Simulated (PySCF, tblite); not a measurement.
# C₅H₁₀O₂P+: geometry, infrared bands and NMR shifts

Aim: predict the infrared bands and NMR shifts of C₅H₁₀O₂P+ (`C#C[P@@H+](CO)COC`).

Programs: tblite 0.8.0 and PySCF 2.14.0, with density-fitted response routines of our own. Each step states its level of theory. These are calculated values for one molecule in the gas phase, unless marked as measured. Atoms count from 0, in the outputs and in this text.

## (1) The starting structure

18 atoms, charge 1, multiplicity 1; geometry from: force field or distance geometry start.

Bonds of the start (Å): C0–C1 1.21, C1–P2 1.81, P2–C3 1.77, C3–O4 1.42, P2–C5 1.80, C5–O6 1.42, O6–C7 1.42, C0–H8 1.06, P2–H9 1.41, C3–H10 1.10, C3–H11 1.10, O4–H12 0.99, C5–H13 1.10, C5–H14 1.10, C7–H15 1.09, C7–H16 1.09, C7–H17 1.10.

## (2) Relaxing the molecule with GFN2-xTB

The job: settings as JSON, then the geometry in Å.

```
{"job": {"kind": "relax", "xc": "GFN2-xTB", "basis": "xTB"}, "charge": 1, "multiplicity": 1}
C      3.590000     0.664300    -0.026100
C      2.480600     0.237500    -0.261500
P      0.833300    -0.431900    -0.598100
C      0.670600    -1.799500     0.519400
O     -0.599600    -2.400000     0.289300
C     -0.268500     0.817800     0.091000
O     -1.566500     0.243900     0.035000
C     -2.550800     1.158600     0.503000
H      4.561900     1.046000     0.173100
H      0.635700    -0.724200    -1.965000
H      1.438700    -2.560600     0.336800
H      0.720300    -1.498800     1.576400
H     -1.256600    -1.666100     0.270800
H      0.006500     1.040100     1.129200
H     -0.227000     1.739500    -0.507500
H     -2.581400     2.046700    -0.122900
H     -2.363500     1.437200     1.542100
H     -3.532500     0.655600     0.443200
```

Command:

```
> OMP_NUM_THREADS=1 python probes_run.py task.json out
```

One launch serves the whole session: the jobs run in the order shown.

**Question.** This job is followed by: GFN2-xTB harmonic vibrations, gas phase; GIAO PBE0/pcSseg-1 NMR shielding, non-relativistic, gas phase. What will the session give for the following? strongest single infrared mode (GFN2-xTB); zero-point energy (GFN2-xTB); 13C shifts against TMS (PBE0/pcSseg-1); 1H shifts against TMS (PBE0/pcSseg-1, means over atoms taken as alike); 31P shifts against H3PO4 (PBE0/pcSseg-1); 17O shifts against H2O (PBE0/pcSseg-1).

As calculated:

| quantity | value |
| --- | --- |
| strongest single infrared mode (GFN2-xTB) | 414 cm⁻¹, 193 km/mol |
| zero-point energy (GFN2-xTB) | 85.7 kcal/mol |
| 13C shifts against TMS (PBE0/pcSseg-1) | 124.8, 71.4, 67.8, 66.4, 58.9 ppm |
| 1H shifts against TMS (PBE0/pcSseg-1, means over atoms taken as alike) | 6.13, 5.55, 5.48, 4.88, 4.78, 4.05, 3.71, 2.56 ppm |
| 31P shifts against H3PO4 (PBE0/pcSseg-1) | -43.8 ppm |
| 17O shifts against H2O (PBE0/pcSseg-1) | 48.1, 7.4 ppm |

In words: The optimisation took 73 steps and gained 0.435 eV; among the close pairs (by a distance rule), P2–C3 changed most, from 1.774 to 1.858 Å. All 48 modes are real, so the xTB geometry is a minimum. The strongest single mode, at 414 cm⁻¹, moves mainly H12. Unscaled tight-binding wavenumbers are off by several per cent, some by more. Its intensities can rank the bands wrongly.
